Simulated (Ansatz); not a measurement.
**C2H6S2W: how energies converge with the basis set**

One table from this session's results is given with a row withheld; the runs are named, their logs left out.

Computed with Ansatz 0.2.0, Gaussian basis. Level: one geometry, several basis sets.

Levels to be run: PBE0-D4/def2-SVP; ωB97M-V/def2-SVP; PBE0-D4/def2-QZVPP; ωB97M-V/def2-QZVPP; the functionals' def2-TZVPP values are taken from earlier runs.

1 further run of the same task is left out (for a known fault of the program). Runs told in other sessions of the task aren't counted.

### The geometry

An earlier PBE0-D4 in a triple-zeta def2 set relaxation fixed the geometry. W takes the def2 core potential; no spin-orbit term is included.

SMILES `[CH3][W]([CH3])(=[S])=[S]`, 11 atoms, charge 0, spin multiplicity 1.

Atoms are counted from 1 here; the program's logs count them from 0.

Bond lengths: C1–W2 2.092 Å, C1–H6 1.096 Å, C1–H7 1.093 Å, C1–H8 1.096 Å, W2–C3 2.092 Å, W2–S4 2.118 Å, W2–S5 2.119 Å, C3–H9 1.096 Å, C3–H10 1.093 Å, C3–H11 1.096 Å. Angles: W2–C1–H6 108.8°, W2–C1–H7 112.7°, W2–C1–H8 108.7°, H6–C1–H7 108.4°, H6–C1–H8 109.9°, H7–C1–H8 108.4°, C1–W2–C3 111.7°, C1–W2–S4 108.2°, C1–W2–S5 108.3°, C3–W2–S4 108.3°, C3–W2–S5 108.3°, S4–W2–S5 112.2°, W2–C3–H9 108.7°, W2–C3–H10 112.7°, W2–C3–H11 108.8°, H9–C3–H10 108.4°, H9–C3–H11 109.9°, H10–C3–H11 108.4°.

The first run:

in.yaml reads:

```yaml
crystal:
  periodic: [false, false, false]
  atoms:
    - {symbol: C, position_ang: [-1.654711, 0.509090, 0.414609]}
    - {symbol: W, position_ang: [0.142861, 0.371975, -0.646091]}
    - {symbol: C, position_ang: [1.498886, -0.915540, 0.291310]}
    - {symbol: S, position_ang: [-0.281762, -0.399437, -2.572893]}
    - {symbol: S, position_ang: [1.011538, 2.302285, -0.731881]}
    - {symbol: H, position_ang: [-1.443430, 0.894388, 1.418805]}
    - {symbol: H, position_ang: [-2.377879, 1.173349, -0.064560]}
    - {symbol: H, position_ang: [-2.098022, -0.491084, 0.484728]}
    - {symbol: H, position_ang: [1.704087, -0.535739, 1.298993]}
    - {symbol: H, position_ang: [2.446734, -0.994894, -0.246358]}
    - {symbol: H, position_ang: [1.051707, -1.914393, 0.353348]}
basis:
  gaussian: {orbitals: def2-SVP}
hamiltonian: {xc: pbe0, dispersion: d4}
output: {orbitals: {seedname: orbitals}}
```

Launch:

```sh
ansatz run in.yaml --threads 4 --pin off --events-out ev --progress --plain --max-ram 11315MiB
```

Steps of the session up to this table: PBE0-D4 in def2-SVP; ωB97M-V in def2-SVP; PBE0-D4 in def2-QZVPP; ωB97M-V in def2-QZVPP.

One table of the session follows, with a row left open; its other results are not shown here.

It belongs to the step «Functionals by basis». 

```
functional       basis  HOMO (eV)  LUMO (eV)
   PBE0-D4    def2-SVP          ?          ?
   PBE0-D4  def2-TZVPP      -7.17      -2.89
   PBE0-D4  def2-QZVPP      -7.18      -2.90
   ωB97M-V    def2-SVP      -9.13      -0.89
   ωB97M-V  def2-TZVPP      -9.15      -0.87
   ωB97M-V  def2-QZVPP      -9.17      -0.90
```

Q: Estimate the row for PBE0-D4, def2-SVP from the others.

As computed: HOMO (eV): -7.18; LUMO (eV): -2.91.
